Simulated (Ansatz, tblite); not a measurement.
**The cluster Be₁₀+: one state, many levels**

Aim: run the doublet of the cluster Be₁₀+ at one geometry on many levels, and compare frontier levels, spin and run time.

Computed with Ansatz 0.2.0, Gaussian basis. Level: as each input shows.

Plan: GFN1-xTB, GFN2-xTB, PBE/def2-TZVP, r2SCAN/def2-TZVP, BLYP/def2-TZVP, PBE-QIDH/def2-TZVP, HF/def2-TZVP, PBE/def2-SVP, PBE0/def2-SVP, MP2/def2-TZVP.

6 further runs of the same task are left out: 2 that didn't finish, 4 set aside as unsound or not needed. Runs told in other sessions of the task aren't counted.

### 1 The geometry

The geometry is that of the doublet, from an earlier relaxation (PBE/def2-SVP). At that level it is the lowest of the isomers that a small search found.

10 atoms, charge 1, spin multiplicity 2.

Bond lengths: Be1–Be4 2.242 Å, Be1–Be5 2.098 Å, Be1–Be6 2.098 Å, Be1–Be8 2.243 Å, Be1–Be9 2.130 Å, Be2–Be3 2.098 Å, Be2–Be5 2.243 Å, Be2–Be7 2.130 Å, Be2–Be8 2.098 Å, Be2–Be10 2.243 Å, Be3–Be4 2.242 Å, Be3–Be8 2.243 Å, Be3–Be9 2.130 Å, Be3–Be10 2.098 Å, Be4–Be6 2.098 Å, Be4–Be9 2.130 Å, Be4–Be10 2.098 Å, Be5–Be6 2.243 Å and more. Angles: Be4–Be1–Be5 102.8°, Be4–Be1–Be6 57.7°, Be4–Be1–Be8 90.0°, Be4–Be1–Be9 58.2°, Be5–Be1–Be6 64.6°, Be5–Be1–Be8 57.7°, Be5–Be1–Be9 112.3°, Be6–Be1–Be8 102.8°, Be6–Be1–Be9 112.3°, Be8–Be1–Be9 58.2°, Be3–Be2–Be5 102.8°, Be3–Be2–Be7 112.3°, Be3–Be2–Be8 64.6°, Be3–Be2–Be10 57.7°, Be5–Be2–Be7 58.2°, Be5–Be2–Be8 57.7°, Be5–Be2–Be10 90.0°, Be7–Be2–Be8 112.3° and more.

The ion is computed in the gas phase, without counter-ions or solvent.

PBE0/def2-TZVP was run before; its log isn't repeated, and its numbers join the tables.

### 2 GFN1-xTB

Tight binding, by tblite at 300 K electronic temperature and without a spin-polarisation term:

```python
tblite.interface.Calculator('GFN1-xTB', numbers, positions, charge=1, uhf=1).singlepoint()
```

Energy -193.8043 eV; 0.005 s.

### 3 GFN2-xTB

Tight binding, by tblite at 300 K electronic temperature and without a spin-polarisation term:

```python
tblite.interface.Calculator('GFN2-xTB', numbers, positions, charge=1, uhf=1).singlepoint()
```

Energy -160.6175 eV; 0.036 s.

### 4 PBE/def2-TZVP

start.molden holds the orbitals of an earlier run on this state, given as this run's starting guess.

Contents of in.yaml:

```yaml
crystal:
  periodic: [false, false, false]
  atoms:
    - {symbol: Be, position_ang: [0.807525, 1.436304, 0.728908]}
    - {symbol: Be, position_ang: [0.210318, -1.185548, -1.340522]}
    - {symbol: Be, position_ang: [-1.417238, 0.117360, -1.106300]}
    - {symbol: Be, position_ang: [-1.283441, 0.695642, 1.056191]}
    - {symbol: Be, position_ang: [1.783465, -0.253002, -0.042536]}
    - {symbol: Be, position_ang: [0.399276, -0.368285, 1.718023]}
    - {symbol: Be, position_ang: [0.811358, -2.068432, 0.502438]}
    - {symbol: Be, position_ang: [0.674017, 0.858278, -1.433783]}
    - {symbol: Be, position_ang: [-0.811368, 2.068395, -0.502854]}
    - {symbol: Be, position_ang: [-1.173913, -1.300702, 0.420455]}
basis:
  gaussian: {orbitals: def2-TZVP, initial_orbitals: start.molden}
total_charge: 1
magnetization: {spin_polarized: true, initial_magnetization: 1}
hamiltonian: {xc: pbe}
scf: {omitted_lower_state_checks: [starts]}
output: {forces: true, orbitals: {seedname: orbitals}}
```

Started as:

```sh
$ ansatz run in.yaml --threads 4 --pin off --events-out ev --progress --plain --max-ram 4787MiB
```

Further steps of the session: r2SCAN/def2-TZVP; BLYP/def2-TZVP; PBE-QIDH/def2-TZVP; HF/def2-TZVP; PBE/def2-SVP; PBE0/def2-SVP; MP2/def2-TZVP.

Q: Predict the results of all the runs planned. Wanted: gap in def2-TZVP, named functionals and Hartree-Fock, smallest and largest; correlation energy, MP2/def2-TZVP; ⟨S²⟩ in def2-TZVP, named functionals and Hartree-Fock, smallest and largest; PBE0 total energy, smallest basis above largest.

As calculated:

| quantity | value |
| --- | --- |
| gap in def2-TZVP, named functionals and Hartree-Fock, smallest and largest | 0.32 eV (BLYP), 5.43 eV (HF) |
| correlation energy, MP2/def2-TZVP | -19.88 eV |
| ⟨S²⟩ in def2-TZVP, named functionals and Hartree-Fock, smallest and largest | 0.753, 1.945 |
| PBE0 total energy, smallest basis above largest | 4.23 eV (def2-SVP, def2-TZVP) |

Orbital gaps of the named functionals and Hartree-Fock in def2-TZVP span 0.32 eV (BLYP) to 5.43 eV (HF); exact exchange widens it. Over the named functionals and Hartree-Fock in def2-TZVP spin contamination reaches 1.19 (HF), so some levels may describe another state.
